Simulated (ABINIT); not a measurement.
A run of ABINIT 10.8.3 (patched build):

Contents of run.abi:

```
# Datasets
ndtset 3

# Pseudopotentials
pp_dirpath "./"
pseudos "In.upf, Pd.upf"

# Structure
acell 3.25125752 3.25125752 3.25125752 Angstrom
rprim
     1.0000000000     0.0000000000     0.0000000000
     0.0000000000     1.0000000000     0.0000000000
     0.0000000000     0.0000000000     1.0000000000
ntypat 2
znucl 49 46
natom 2
typat 1 2
chkprim 0
chksymtnons 0
tolsym 1.0e-6
xred
            0.0            0.0            0.0
            1/2            1/2            1/2

# Plane-wave basis
ecut 41.0
ecutsm 0.5

# k points
ngkpt 12 12 12
nshiftk 1
shiftk 0.5 0.5 0.5
istwfk *1

# Exchange and correlation
ixc -116133

# Bands and occupations
occopt 3
tsmear 0.136 eV

# SCF cycle
nstep 80

# Output
iomode 3
prteig 0
prtebands 0

# Dataset 1: ground state
nband1 20
tolvrs1 1.0e-12
prtden1 1
prtwf1 0
kptopt1 1

# Dataset 2: empty bands at fixed density
iscf2 -3
getden2 1
nband2 28
nbdbuf2 4
tolwfr2 1.0e-12
nstep2 120
prtden2 0
kptopt2 1

# Dataset 3: wave functions and velocity matrix elements in the full zone
optdriver3 8
wfk_task3 "wfk_optics_fullbz"
getwfk3 2
nband3 24
kptopt3 1
prtevk3 1
inclvkb3 2
```

File optic.abi:

```
&FILES
 ddkfile_1 = 'runo_DS3_1_EVK.nc',
 ddkfile_2 = 'runo_DS3_2_EVK.nc',
 ddkfile_3 = 'runo_DS3_3_EVK.nc',
 wfkfile = 'runo_DS3_WFK.nc'
/
&PARAMETERS
 broadening = 0.001837,
 domega = 0.002,
 maxomega = 0.8,
 scissor = 0.000000,
 tolerance = 0.002
/
&COMPUTATIONS
 num_lin_comp = 1,
 lin_comp = 11,
 num_nonlin_comp = 0
/
```

Potentials or basis: PseudoDojo NC SR PBEsol v0.4.1 standard.

Command:

```bash
$ abinit run.abi > log 2>&1
$ optic optic.abi > optic.log 2>&1
```

Hardware: 1 thread of Arm Neoverse V1 (shared host).

Task: How long does it take, and how much memory?

Result: Wall time 7 min on 1 thread of Arm Neoverse V1, with other jobs on the host, peak memory 2.4 GiB. Counts: scf iterations 13, mpi ranks 1, k points 56, bands 20, plane waves 2933.
